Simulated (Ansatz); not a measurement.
# C₂H₃FTe: basis-set convergence

Aim: see how fast density functionals converge with the basis set for C₂H₃FTe.

Program: Ansatz 0.2.0, Gaussian basis. Level of theory: one geometry, several basis sets. These are calculated values, not measurements.

Plan: PBE0-D4/def2-SVP; ωB97M-V/def2-SVP; PBE0-D4/def2-QZVPP; ωB97M-V/def2-QZVPP; the functionals' def2-TZVPP values are taken from earlier runs.

## (1) The geometry

An earlier PBE0-D4 in a triple-zeta def2 set relaxation fixed the geometry. Te takes the def2 core potential; no spin-orbit term is included.

7 atoms, charge 0, spin multiplicity 1.

Atoms are counted from 1 here; the program's logs count them from 0.

Bond lengths: F1–C2 1.346 Å, C2–C3 1.450 Å, C2–Te4 2.183 Å, C2–H5 1.084 Å, C3–Te4 2.183 Å, C3–H6 1.083 Å, C3–H7 1.083 Å. Angles: F1–C2–C3 117.4°, F1–C2–Te4 117.6°, F1–C2–H5 111.8°, C3–C2–Te4 70.6°, C3–C2–H5 120.8°, Te4–C2–H5 112.8°, C2–C3–Te4 70.6°, C2–C3–H6 118.6°, C2–C3–H7 116.6°, Te4–C3–H6 113.4°, Te4–C3–H7 112.8°, H6–C3–H7 116.3°, C2–Te4–C3 38.8°.

## (2) PBE0-D4 in def2-SVP

in.yaml

```yaml
crystal:
  periodic: [false, false, false]
  atoms:
    - {symbol: F, position_ang: [-1.122125, -0.980953, 0.990168]}
    - {symbol: C, position_ang: [-0.325680, -0.636009, -0.039027]}
    - {symbol: C, position_ang: [0.537208, 0.514769, 0.141624]}
    - {symbol: Te, position_ang: [-0.998200, 0.985196, -1.336948]}
    - {symbol: H, position_ang: [0.015502, -1.503538, -0.593050]}
    - {symbol: H, position_ang: [1.537430, 0.482240, -0.271975]}
    - {symbol: H, position_ang: [0.417065, 1.070296, 1.063608]}
basis:
  gaussian: {orbitals: def2-SVP}
hamiltonian: {xc: pbe0, dispersion: d4}
output: {orbitals: {seedname: orbitals}}
```

Started as:

```console
$ ansatz run in.yaml --threads 2 --pin off --events-out ev --progress --plain --max-ram 4352MiB
```

After this run come: ωB97M-V in def2-SVP; PBE0-D4 in def2-QZVPP; ωB97M-V in def2-QZVPP.

Before running them: what should the planned runs give, taken together? Wanted: PBE0-D4: double and triple zeta above quadruple; ωB97M-V: double and triple zeta above quadruple.

As calculated:

| quantity | value |
| --- | --- |
| PBE0-D4: double and triple zeta above quadruple | 6.41, 0.31 eV |
| ωB97M-V: double and triple zeta above quadruple | 6.61, 0.30 eV |

PBE0-D4 gains 6.10 eV from double to triple zeta, then 0.31 eV more. These are total energies; as a rule much of such shifts cancels in differences, which this series doesn't test.
